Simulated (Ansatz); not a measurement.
Geometry optimisation, Ansatz, DFT PBE, scalar-relativistic, plane waves, PAW.

Input:

```yaml
crystal:
  lattice:
    - [5.605943, 0.0, 0.0]
    - [2.802971, 4.854889, 0.0]
    - [0.0, 0.0, 16.721541]
  atoms:
    - { symbol: Mg, position: [0.0, 0.0, 0.0598031] }
    - { symbol: O, position: [0.3333333, 0.8333333, 0.1282363] }
    - { symbol: Mg, position: [0.0, 0.5, 0.0598031] }
    - { symbol: O, position: [0.3333333, 0.3333333, 0.1282363] }
    - { symbol: Mg, position: [0.5, 0.0, 0.0598031] }
    - { symbol: O, position: [0.8333333, 0.8333333, 0.1282363] }
    - { symbol: Mg, position: [0.5, 0.5, 0.0598031] }
    - { symbol: O, position: [0.8333333, 0.3333333, 0.1282363] }
    - { symbol: Mg, position: [0.6666667, 0.6666667, 0.1966695] }
    - { symbol: O, position: [0.0, 0.5, 0.2651026] }
    - { symbol: Mg, position: [0.6666667, 0.1666667, 0.1966695] }
    - { symbol: O, position: [0.0, 0.0, 0.2651026] }
    - { symbol: Mg, position: [0.1666667, 0.6666667, 0.1966695] }
    - { symbol: O, position: [0.5, 0.5, 0.2651026] }
    - { symbol: Mg, position: [0.1666667, 0.1666667, 0.1966695] }
    - { symbol: O, position: [0.5, 0.0, 0.2651026] }
    - { symbol: Mg, position: [0.3333333, 0.3333333, 0.3335358] }
    - { symbol: O, position: [0.6666667, 0.1666667, 0.401969] }
    - { symbol: Mg, position: [0.3333333, 0.8333333, 0.3335358] }
    - { symbol: O, position: [0.6666667, 0.6666667, 0.401969] }
    - { symbol: Mg, position: [0.8333333, 0.3333333, 0.3335358] }
    - { symbol: O, position: [0.1666667, 0.1666667, 0.401969] }
    - { symbol: Mg, position: [0.8333333, 0.8333333, 0.3335358] }
    - { symbol: O, position: [0.1666667, 0.6666667, 0.401969] }
    - { symbol: C, position: [0.6770579, 0.1618155, 0.5233693] }
    - { symbol: F, position: [0.5996188, 0.413972, 0.4968831] }
    - { symbol: F, position: [0.5024725, 0.0844707, 0.4968831] }
    - { symbol: F, position: [0.9290002, -0.0127287, 0.4968831] }
    - { symbol: F, position: [0.6770579, 0.1618155, 0.6029074] }
basis:
  ecutwfc: 420.0
kpoints:
  mp_grid: { grid: [2, 2, 1] }
hamiltonian:
  xc: pbe
  pseudopotentials: { kind: paw, azcp: { folder: soft_1 } }
scf:
  occupations: { method: gaussian, width: 0.05 }
  lower_state_search: "off"
relax:
  f_tol: 0.03
  max_steps: 60
  adjacent_minimum: "off"
  constraints: [{ sites: [0, 1, 2, 3, 4, 5, 6, 7] }]
output:
  write_density: true
  write_potential: true
  elf: true
  volumetric_format: npy
```

Run as:

```bash
$ ansatz run input.yaml --threads 2 --pin off --max-ram 5120MiB --backend cpu --events-out ev --progress --plain --runs-dir out
```

Task: Where does it end, and by what steps?

Result: It converged. The force dipped under the threshold on the way, but the program's further checks kept it going. Limits of this set-up: coarse k mesh, thin slab, slab without dipole correction, no dispersion correction for a molecule that may bind weakly. After 15 steps the energy has fallen by 5.986 eV; F29 moved furthest, 2.40 Å.

```
step  energy less start (eV)  largest force component (eV/Å)  accepted
   0                  0.0000                           6.053       yes
   1                 -2.0523                           2.548       yes
   2                 -3.4965                           0.892       yes
   3                 -4.3444                           0.620       yes
   4                 -4.9192                           0.548       yes
   5                 -5.3381                           0.399       yes
   6                 -5.6224                           0.266       yes
   7                 -5.7984                           0.156       yes
   8                 -5.8949                           0.093       yes
   9                 -5.9464                           0.090       yes
  10                 -5.9716                           0.071       yes
  11                 -5.9775                           0.062       yes
  12                 -5.9836                           0.113       yes
  13                 -5.9855                           0.043       yes
  14                 -5.9862                           0.013       yes
  15                 -5.9863                           0.008       yes
```

```xyz
29
Lattice="5.6059 0.0000 0.0000 2.8030 4.8549 0.0000 0.0000 0.0000 16.7215" Properties=species:S:1:pos:R:3
Mg 0.000 0.000 1.000
O 4.204 4.046 2.144
Mg 1.401 2.427 1.000
O 2.803 1.618 2.144
Mg 2.803 0.000 1.000
O 7.007 4.046 2.144
Mg 4.204 2.427 1.000
O 5.606 1.618 2.144
Mg 5.603 3.239 3.547
O 1.402 2.427 4.662
Mg 4.204 0.809 3.545
O 0.001 -0.001 4.681
Mg 2.806 3.238 3.547
O 4.204 2.429 4.681
Mg 1.402 0.805 3.547
O 2.801 -0.001 4.681
Mg 2.804 1.618 6.061
O 4.205 0.809 7.204
Mg 4.204 4.046 6.157
O 5.652 3.210 7.220
Mg 5.605 1.618 6.060
O 1.401 0.862 7.220
Mg 7.008 4.047 6.060
O 2.757 3.210 7.220
C 4.228 0.797 11.115
F 4.495 2.030 10.694
F 3.024 0.416 10.698
F 5.157 -0.052 10.686
F 4.234 0.794 12.478
```

Whether the end is a true minimum wasn't checked by a vibrational analysis.

Run time: 3.1 min on 2 threads of Arm Neoverse V1 (shared host), peak memory 1.1 GiB.
